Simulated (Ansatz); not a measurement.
# CH6B2OSi: the cost of one run

All numbers are computed with the Python package of Ansatz 0.2.0. Level of theory: PBE/STO-3G.

**1. Starting point**

Bond lengths: C1–Si2 1.818 Å, Si2–O3 1.687 Å, Si2–B4 1.902 Å, Si2–B5 1.881 Å, B4–B5 1.814 Å, C1–H6 1.160 Å, C1–H7 1.141 Å, C1–H8 1.051 Å, O3–H9 0.985 Å, B4–H10 1.150 Å, B5–H11 1.148 Å. Angles (14 of 19 angles, heavy atoms first): C1–Si2–O3 116.9°, C1–Si2–B4 121.4°, C1–Si2–B5 118.3°, O3–Si2–B4 113.8°, O3–Si2–B5 115.9°, B4–Si2–B5 57.3°, Si2–B4–B5 60.7°, Si2–B5–B4 61.9°, Si2–C1–H6 110.2°, Si2–C1–H7 109.4°, Si2–C1–H8 112.4°, Si2–O3–H9 108.6°, Si2–B4–H10 146.7°, B5–B4–H10 151.7°.

No structure file is read: the coordinates are typed or built in the script.

**2. The script**

The input, spin.py:

```python
"""Gap between spin states of CH6B2OSi at one geometry."""

from dataclasses import dataclass

import ansatz


@dataclass
class Options:
    basis: str = "STO-3G"
    xc: str = "pbe"


cfg = Options()

GEOMETRY = """
C    -1.46830   -0.02820    0.57130
Si    0.31690   -0.00690    0.22920
O     1.34410   -0.36710    1.51810
B     1.06960    1.19620   -1.03750
B     0.90660   -0.55840   -1.46930
H    -2.06060    0.28330   -0.37580
H    -1.71630    0.77940    1.33860
H    -1.79920   -0.96590    0.91050
H     1.11640   -1.26180    1.86080
H     1.28130    2.29190   -1.31530
H     1.07480   -1.41950   -2.21000
"""


def main() -> None:
    system = ansatz.Crystal.molecule()
    for line in GEOMETRY.strip().splitlines():
        symbol, *xyz = line.split()
        system = system.atom(symbol, [float(v) for v in xyz])

    calc = (
        system.calculation()
        .basis(gaussian=cfg.basis)
        .functional(cfg.xc)
    )
    found = {}
    for unpaired in [0, 2]:
        rep = calc.spin("collinear", total=unpaired).run().report
        s = unpaired / 2
        found[unpaired] = rep["free_energy_ev"]
        print(f"2S+1 = {unpaired + 1}: E = {found[unpaired]:.5f} eV, <S^2> = {abs(rep['mean_field']['state']['spin_squared']):.3f} (pure state {s * (s + 1):.2f})")
    lowest = min(found, key=found.get)
    for unpaired, e in found.items():
        print(f"multiplicity {unpaired + 1}: {(e - found[lowest]):.3f} eV above the lowest")


if __name__ == "__main__":
    main()
```

**3. Running it**

Run with:

```bash
$ python spin.py
```

**Question.** How long does this script take on 1 thread of Arm Neoverse V2, shared host, and how much memory does it need?

About 9.8 s, with a peak of 0.17 GiB.
